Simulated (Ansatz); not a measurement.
PtSe:

```
Pt Se
1.0
     0.00000    2.79841    2.79841
     2.79841    0.00000    2.79841
     2.79841    2.79841    0.00000
Pt Se
1 1
Cartesian
  2.7984 2.7984 2.7984
  0.0000 0.0000 0.0000
```

The cell comes from a database or a generator and needn't be the stable form of this composition.

```yaml
Program: Ansatz 0.2.0
Task: single point
Functional: PBE
Potentials_or_basis: Ansatz PAW
Cutoff: "420 eV (not typed: the program's choice for these potentials)"
k_mesh: 8 × 8 × 8
Occupations: fermi-dirac, width 0.05 eV
Spin: no spin polarisation
```

On this cell: pressure -14.5 GPa; largest force zero by symmetry; band gap on the k mesh none (metal or under the smearing width).

The same run follows on a disturbed copy (atoms moved at random, drawn with an rms of 0.05 Å):

```
Pt Se
1.0
     0.00000    2.79841    2.79841
     2.79841    0.00000    2.79841
     2.79841    2.79841    0.00000
Pt Se
1 1
Cartesian
  2.7765 2.8104 2.7887
  0.0193 0.0130 0.0307
```

Question: What changes?

Answer: The energy (extrapolated to zero smearing) moves by +1.3 meV/atom; pressure -14.4 GPa; largest force 0.084 eV/Å; band gap on the k mesh none (metal or under the smearing width).

Forces on the atoms (eV/Å):
```
Pt   0.060  0.001  0.059
Se  -0.060 -0.001 -0.059
```

Stress tensor (GPa, compression positive):
```
-14.34   0.00   0.01
  0.00 -14.43   0.00
  0.01   0.00 -14.34
```
